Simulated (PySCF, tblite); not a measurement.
# C₃H₈SSeSi: geometry, infrared bands and NMR shifts

Wanted: the infrared bands and NMR shifts of C₃H₈SSeSi (`[SiH3]S[C@@H]1CC[Se]1`), by calculation.

Programs: tblite 0.8.0 and PySCF 2.14.0, with density-fitted response routines of our own. Each step states its level of theory. These are calculated values for one molecule in the gas phase, unless marked as measured. Atoms count from 0, in the outputs and in this text.

## (1) The molecule as given

14 atoms, charge 0, multiplicity 1; geometry from: force field or distance geometry start.

Bonds of the start (Å): Si0–S1 2.13, S1–C2 1.78, C2–C3 1.52, C3–C4 1.50, C4–Se5 1.94, Se5–C2 1.93, Si0–H6 1.47, Si0–H7 1.47, Si0–H8 1.48, C2–H9 1.11, C3–H10 1.12, C3–H11 1.10, C4–H12 1.10, C4–H13 1.10.

## (2) Relaxing the molecule with GFN2-xTB

Job settings and geometry (Å):

```
{"job": {"kind": "relax", "xc": "GFN2-xTB", "basis": "xTB"}, "charge": 0, "multiplicity": 1}
Si     2.735600     0.189000     0.192900
S      1.221400    -1.004500     1.107500
C     -0.406200    -0.286000     1.093000
C     -1.286000    -0.717900    -0.064500
C     -2.126700     0.517300     0.066700
Se    -0.551600     1.555700     0.535100
H      3.235200    -0.387600    -1.066100
H      2.289300     1.570400    -0.053600
H      3.870700     0.246800     1.139300
H     -0.932500    -0.437700     2.056900
H     -1.846500    -1.640500     0.222700
H     -0.760300    -0.859700    -1.026000
H     -2.622100     0.841200    -0.858600
H     -2.820900     0.412800     0.912600
```

The run is started by

```console
OMP_NUM_THREADS=1 python probes_run.py task.json out
```

This one command runs all jobs of the session in turn.

**Question.** This job is followed by: GFN2-xTB harmonic vibrations, gas phase; GIAO PBE0/pcSseg-1 NMR shielding, non-relativistic, gas phase. Predict these results of the whole session: strongest single infrared mode (GFN2-xTB); zero-point energy (GFN2-xTB); 13C shifts against TMS (PBE0/pcSseg-1); 1H shifts against TMS (PBE0/pcSseg-1, means over atoms taken as alike); 29Si shifts against TMS (PBE0/pcSseg-1); 33S shifts against CS2 (PBE0/pcSseg-1); 77Se shifts against Me2Se (PBE0/pcSseg-1); surface potential, 1st and 99th percentile.

As calculated:

| quantity | value |
| --- | --- |
| strongest single infrared mode (GFN2-xTB) | 767 cm⁻¹, 334 km/mol |
| zero-point energy (GFN2-xTB) | 60.9 kcal/mol |
| 13C shifts against TMS (PBE0/pcSseg-1) | 55.8, 42.0, 22.0 ppm |
| 1H shifts against TMS (PBE0/pcSseg-1, means over atoms taken as alike) | 5.51, 4.75, 3.48, 3.43, 2.68, 2.63 ppm |
| 29Si shifts against TMS (PBE0/pcSseg-1) | -68.7 ppm |
| 33S shifts against CS2 (PBE0/pcSseg-1) | -70 ppm |
| 77Se shifts against Me2Se (PBE0/pcSseg-1) | 432 ppm |
| surface potential, 1st and 99th percentile | -0.93 V and 1.07 V |

In words: The optimisation took 112 steps and gained 0.611 eV; among the close pairs (by a distance rule), C2–Se5 changed most, from 1.930 to 2.023 Å. All 36 modes are real, so the xTB geometry is a minimum. GFN2-xTB is a fitted tight-binding method: band positions and strengths are rough. Its intensities can rank the bands wrongly. At PBE0/pcSseg-1: The largest span, 1805 ppm, is at Se5, where the paramagnetic term is -1674 ppm. By nearest atom (PBE0/pcSseg-1), the HOMO sits on Se5 77 % and the LUMO on Se5 47 %; C2 17 %. Spin-orbit coupling is left out, which matters for shieldings and couplings at and beside the heavy atoms.
